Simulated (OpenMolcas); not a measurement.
**Mo³⁺ among point charges: CASSCF and CASPT2 levels and susceptibility**

Aim: the splitting of the states of Mo³⁺ in the field of 6 point charges, its lowest levels with spin-orbit coupling and its magnetic susceptibility.

Program: OpenMolcas 26.06. Level of theory: state-averaged CASSCF and CASPT2, spin-orbit coupling by RASSI with atomic mean-field integrals. These are calculated values, not measurements, unless marked.

## Step 1: The atom as given

* Species: Mo³⁺ (molybdenum, Z = 42, 39 electrons)
* Basis: ANO-RCC-VDZP [6s5p3d1f], 43 functions
* Scalar Hamiltonian: DKH2, point nucleus
* Inactive shells: 1s 2s 2p 3s 3p 3d 4s 4p
* Active space: 3 electrons in 5 orbitals (4d)
* Some configurations of this space: 4d³
* Orbitals: optimised for each spin and parity, averaged over all roots

The outer shells:

4d3
```
4d [↑ ][↑ ][↑ ][  ][  ]
```

The ion sits among 6 point charges of -1 e arranged as an octahedron (Oh), 1.69 Å from the ion.

Each step is its own input file, run in one work folder so that later steps find the files of earlier ones. Labels, J, g values, rates, χT and fits are worked out afterwards by a script from the matrices that RASSI stores. The input lists half of the charges; inversion (Group=XYZ) makes the rest.

## Step 2: GATEWAY and SEWARD: basis and integrals

a.inp

```
&GATEWAY
Coord
1

Mo 0.0 0.0 0.0
Basis=ANO-RCC-VDZP
Group=XYZ
NoMove
AngMom=0.0 0.0 0.0
AMFI
XField
3 Angstrom 0
1.690000 0.000000 0.000000 -1.000000
0.000000 1.690000 0.000000 -1.000000
0.000000 0.000000 1.690000 -1.000000
&SEWARD
```

The run is started by

```console
OMP_NUM_THREADS=1 MOLCAS_MEM=1689 MOLCAS_PROJECT=a pymolcas a.inp > a.log
```

## Step 3: CASSCF: quartets of even parity, 10 roots

a.inp

```
&RASSCF
FileOrb=start.orb
Symmetry=1
Spin=4
nActEl=3 0 0
Inactive=9 9
Ras2=5 0
CIRoot=10 10 1
SDav=10
CIMx=300
Iter=120 100
PrWF=0.3
OrbListing=Nothing
MaxOrb=0
>>> COPY $Project.JobIph JOB001
```

start.orb holds the contracted functions of the basis, ordered by shell, or the orbitals of the step before.

## Step 4: CASSCF: doublets of even parity, 40 roots

a.inp

```
&RASSCF
FileOrb=start.orb
Symmetry=1
Spin=2
nActEl=3 0 0
Inactive=9 9
Ras2=5 0
CIRoot=40 40 1
SDav=40
CIMx=300
Iter=120 100
PrWF=0.3
OrbListing=Nothing
MaxOrb=0
>>> COPY $Project.JobIph JOB002
```

## Step 5: State interaction with spin-orbit coupling

a.inp

```
&RASSI
NrOfJobIphs=2 10 40
1 2 3 4 5 6 7 8 9 10
1 2 3 4 5 6 7 8 9 10 11 12 13 14 15 16 17 18 19 20 21 22 23 24 25 26 27
28 29 30 31 32 33 34 35 36 37 38 39 40
IphNames
JOB001
JOB002
EJob
SpinOrbit
DIPRint=1.0
SOCoupling=1000.0
Subsets=2
Property=9
'ANGMOM' 1 'ANGMOM' 2 'ANGMOM' 3 'MLTPL  1' 1 'MLTPL  1' 2 'MLTPL  1' 3
'AMFI' 1 'AMFI' 2 'AMFI' 3
SOProperty=3
'ANGMOM' 1 'ANGMOM' 2 'ANGMOM' 3
```

## Step 6: CASPT2: IPEA 0.25, imaginary shift 0.1 (closed shells correlated: 4s 4p)

a.inp

```
>>> COPY JOB001 $Project.JobIph
&CASPT2
Multistate=10 1 2 3 4 5 6 7 8 9 10
NoMult
Frozen=8 6
IPEA=0.25
Imaginary=0.1
MaxIter=60
WThr=0.0 0.3 0.05
PrWF=0.5
NoMix
>>> COPY JOB002 $Project.JobIph
&CASPT2
Multistate=40 1 2 3 4 5 6 7 8 9 10 11 12 13 14 15 16 17 18 19 20 21 22
23 24 25 26 27 28 29 30 31 32 33 34 35 36 37 38 39 40
NoMult
Frozen=8 6
IPEA=0.25
Imaginary=0.1
MaxIter=60
WThr=0.0 0.3 0.05
PrWF=0.5
NoMix
```

(Steps that only read results are left out.)

**Question.** What will these runs give? Wanted: spin-free ground state; first state of the same spin within the active space; lowest level; next level.

**Answer**, as computed:

| quantity | value |
| --- | --- |
| method | SS-CASPT2, IPEA 0.25, imaginary shift 0.1 (closed shells correlated: 4s 4p) |
| spin-free ground state | 4A2, 1-fold in its orbital part |
| first state of the same spin within the active space | 4T2 at 15400 cm⁻¹ |
| lowest level | 4-fold Γ8 |
| next level | 12152.6 cm⁻¹ |
| χT at 300 K | 1.66 cm³ K/mol |
| effective moment at 300 K | 3.64 μB |

Cost by method:

```
                                              method  time of its own steps  time with the reference
                                           A. CASSCF                  8.4 s                    8.4 s
B. SS-CASPT2, IPEA 0.25, imaginary shift 0.1, +4s 4p                  2.9 s                     11 s
```

Times are of one thread on a shared host.

The spin-free ground state (4A2) comes to 100 % from free-ion F terms and keeps the highest spin of the shell. χT at 300 K is 1.66, against 1.88 cm³ K/mol for the spin alone, so spin-orbit coupling lowers it. A ligand-field fit to the states below 45000 cm-1 gives 10Dq = 16025 cm-1, B = 622 cm-1 and C = 2732 cm-1 (C/B = 4.39), with a deviation of 376 cm-1. CASPT2 does not keep the components of a term degenerate, and the means are used. The field of point charges can differ much from that of real complexes. This is an electrostatic model: the charges have no orbitals.
